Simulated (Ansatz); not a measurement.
## Sr2CoSeO2, space group P4/mmm: a projected density of states, step by step

Program: Ansatz 0.2.0, Python API.

The cells in order, each with its output:

```python
import warnings

import ansatz
import numpy as np
```

```python
FUNCTIONAL = "pbesol"
CUTOFF = 420
KGRID = (6, 6, 4)
SMEARING = "fermi_dirac"
EXTRA_BANDS = 18
```

```python
warnings.simplefilter("ignore", ansatz.DeckWarning)
```

```python
vectors = np.array([
    [4.04131, 0.0, 0.0],
    [0.0, 4.04131, 0.0],
    [0.0, 0.0, 6.94243],
])
structure = (
    ansatz.Lattice.of(vectors)
    .atom("Sr", (0.5, 0.5, 0.7396))
    .atom("Sr", (0.5, 0.5, 0.2604))
    .atom("Co", (0.0, 0.0, 0.5))
    .atom("Se", (0.0, 0.0, 0.0))
    .atom("O", (0.0, 0.5, 0.5))
    .atom("O", (0.5, 0.0, 0.5))
    .moments(Co=2.5)
)

[site.symbol for site in structure.resolved().sites]
```

    ['Sr', 'Sr', 'Co', 'Se', 'O', 'O']

```python
calc = structure.calculation()
calc = calc.functional(FUNCTIONAL)
calc = calc.basis(CUTOFF)
calc = calc.kpoints(*KGRID)
calc = calc.occupations(SMEARING)
calc = calc.spin("collinear")
calc = calc.hubbard("Co", "d", u_eff=4.0).scf(extra_bands=EXTRA_BANDS)
calc = calc.density_of_states(projected=True, energy_step=0.1)
out = calc.run(threads=1, pin="off")
data = out.report
```

    RunWarning: this result is not held to the crystal's symmetry: a search behind the close, the SCF from the whole filling of its shells under DFT+U, one down a way that the close's least curvature shows or from a spin flipped beside it, or a hybrid's further [...]

```python
data["n_electrons"]
```

    65.0

```python
dos = out.density_of_states()
energy = np.asarray(dos.energies_ev) - dos.fermi_ev
curves = {}
for site in out.projected_density_of_states().sites:
    for shell in site.shells:
        weight = sum(np.sum(curve.g_bin_mean_per_ev, axis=0) for curve in shell.curves)
        name = f"{site.species} {shell.label}"
        curves[name] = curves.get(name, 0) + weight
```

```python
step = energy[1] - energy[0]
windows = [(-8, -4), (-4, 0), (0, 4)]
print("states by shell in windows of E - E_F (eV):", windows)
for name, g in curves.items():
    print(f"{name:8s}", " ".join(f"{step * g[(energy >= a) & (energy < b)].sum():8.3f}" for a, b in windows))
filled = (energy < 0) & (energy > -8)
for name, g in curves.items():
    if g[filled].sum() * step > 0.5:
        print(f"centre of {name}: {np.average(energy[filled], weights=g[filled]):.2f} eV")
```

    states by shell in windows of E - E_F (eV): [(-8, -4), (-4, 0), (0, 4)]
    Sr 4S       0.009    0.013    0.020
    Sr 5S       0.199    0.342    1.158
    Sr 4P       0.061    0.099    0.015
    Co 3S       0.003    0.001    0.002
    Co 4S       0.307    0.101    0.304
    Co 3P       0.009    0.002    0.001
    Co 3D       5.222    1.972    2.559
    Se 4S       0.013    0.025    0.074
    Se 4P       0.190    5.099    0.169
    Se 3D       0.000    0.000    0.000
    O 2S        0.055    0.062    0.146
    O 2P        4.375    6.136    0.481
    centre of Sr 5S: -3.86 eV
    centre of Co 3D: -5.17 eV
    centre of Se 4P: -2.51 eV
    centre of O 2P: -3.98 eV

Other magnetic orders than the one started from may lie lower. For a metal this k-point mesh is coarse: on a finer one energies can move by several to tens of meV an atom and pressures by half a GPa or more, differences at one mesh by less. The empty d shell of the heavier alkali and alkaline-earth atoms, which makes much of a conduction band, may have no channel. With one magnetic atom the cell can hold only ferromagnetic order. This cell is a computed structure, which may not be the phase found in nature. Warnings are shown shortened and without file and line. Curves are summed over the cell's atoms. Only shells that the potentials hold have channels, so projections don't add up to the total, least of all where a shell is missing (p of most metals); heights and places of peaks move with the mesh. The computed bands are complete only to about 8.9 eV above the Fermi level; beyond that the density of states is undercounted. A band centre counts only the states inside the window taken. The script silences the warnings on its input, which a real study should read. The whole script took 24 min on 1 thread of Arm Neoverse N1, with other jobs on the host, peak memory 1.7 GiB.
